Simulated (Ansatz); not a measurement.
**Si3O2: properties of a relaxed candidate**

Aim: for this structure of Si3O2, see whether it has a gap, which orbitals make up the states near it and how charge is shared.

Computed with Ansatz 0.2.0 (DFT PBE, scalar-relativistic, plane waves, PAW, unless a step's input says otherwise).

### 1 Starting point

The structure is hexagonal, space group P6_3/mmc (No. 194). The conventional cell has a = 2.724 Å, b = 2.724 Å, c = 25.516 Å, α = 90.00°, β = 90.00°, γ = 120.00°. Si (site symmetry -6m2) is surrounded by 6 Si at 2.72 Å. Si (site symmetry 3m) has 3 O at 1.85 Å in its first shell of neighbours. O (site symmetry 3m) has 3 Si at 1.85 Å in its first shell of neighbours.

Structure file:

```cif
data_structure
_symmetry_space_group_name_H-M 'P 1'
_symmetry_Int_Tables_number 1
_cell_length_a 2.7239
_cell_length_b 2.7239
_cell_length_c 25.5156
_cell_angle_alpha 90.000
_cell_angle_beta 90.000
_cell_angle_gamma 120.000
_cell_volume 163.95
loop_
_atom_site_label
_atom_site_type_symbol
_atom_site_fract_x
_atom_site_fract_y
_atom_site_fract_z
_atom_site_occupancy
Si1 Si 0.00000 0.00000 0.25000 1
Si2 Si 0.00000 0.00000 0.75000 1
Si3 Si 0.33333 0.66667 0.96149 1
Si4 Si 0.66667 0.33333 0.46149 1
Si5 Si 0.33333 0.66667 0.53851 1
Si6 Si 0.66667 0.33333 0.03851 1
O1 O 0.33333 0.66667 0.07648 1
O2 O 0.66667 0.33333 0.57648 1
O3 O 0.33333 0.66667 0.42352 1
O4 O 0.66667 0.33333 0.92352 1
```

It is the end of an earlier relaxation with the same method, from a database cell with other species swapped in; it needn't be the stable form of this composition. At a tolerance of 0.05 Å it has space group P6_3/mmc (No. 194); it has 16.40 Å³/atom, an uncorrected energy of -0.71 eV/atom over the elements.

### 2 Electronic structure at the relaxed geometry

input.yaml reads:

```yaml
crystal:
  lattice:
    - [2.7239068549, 0.0, 0.0]
    - [-1.3619534275, 2.3589725339, 0.0]
    - [0.0, 0.0, 25.5155811044]
  atoms:
    - { symbol: Si, position: [0.0, 0.0, 0.25] }
    - { symbol: Si, position: [0.0, 0.0, 0.75] }
    - { symbol: Si, position: [0.3333333333, 0.6666666667, 0.9614872446] }
    - { symbol: Si, position: [0.6666666667, 0.3333333333, 0.4614872446] }
    - { symbol: Si, position: [0.3333333333, 0.6666666667, 0.5385127554] }
    - { symbol: Si, position: [0.6666666667, 0.3333333333, 0.0385127554] }
    - { symbol: O, position: [0.3333333333, 0.6666666667, 0.076477472] }
    - { symbol: O, position: [0.6666666667, 0.3333333333, 0.576477472] }
    - { symbol: O, position: [0.3333333333, 0.6666666667, 0.423522528] }
    - { symbol: O, position: [0.6666666667, 0.3333333333, 0.923522528] }
basis:
  ecutwfc: 420
kpoints:
  mp_grid: { grid: [18, 18, 2] }
  band_path:
    path:
      - [[0.0, 0.0, 0.0], [0.5, 0.0, 0.0], [0.33333333, 0.33333333, 0.0], [0.0, 0.0, 0.0], [0.0, 0.0, 0.5], [0.5, 0.0, 0.5], [0.33333333, 0.33333333, 0.5], [0.0, 0.0, 0.5]]
      - [[0.5, 0.0, 0.5], [0.5, 0.0, 0.0]]
      - [[0.33333333, 0.33333333, 0.5], [0.33333333, 0.33333333, 0.0]]
    npoints: 14
hamiltonian:
  xc: pbe
scf:
  occupations: { method: gaussian, width: 0.1 }
  n_extra_bands: 25
output:
  forces: true
  stress: true
  eigenvalues: true
  populations: true
  dos: { projected: true, de: 0.02, nscf_kmesh: { grid: [22, 22, 3] } }
  bader: true
```

Launch:

```console
$ ansatz run input.yaml --threads 1 --pin off --max-ram 2560MiB --backend cpu --events-out ev --progress --plain --runs-dir out
```

What does the calculation give? Wanted: gap; states at the Fermi level; Bader charges.

As calculated:

| quantity | value |
| --- | --- |
| gap | none (metal) |
| states at the Fermi level | 2.35 per eV per cell |
| Bader charges | Si -0.00 to +1.64, O -1.63 e |

In words: Bands cross the Fermi level: a metal at this level of theory. Of the projected weight within 0.25 eV of the Fermi level, the largest part is Si 3p (57 %) and Si 3s (27 %). Bader charges go up to 1.6 e. Spin polarisation is off in the runs that give these values; a magnetic solution could lie lower.
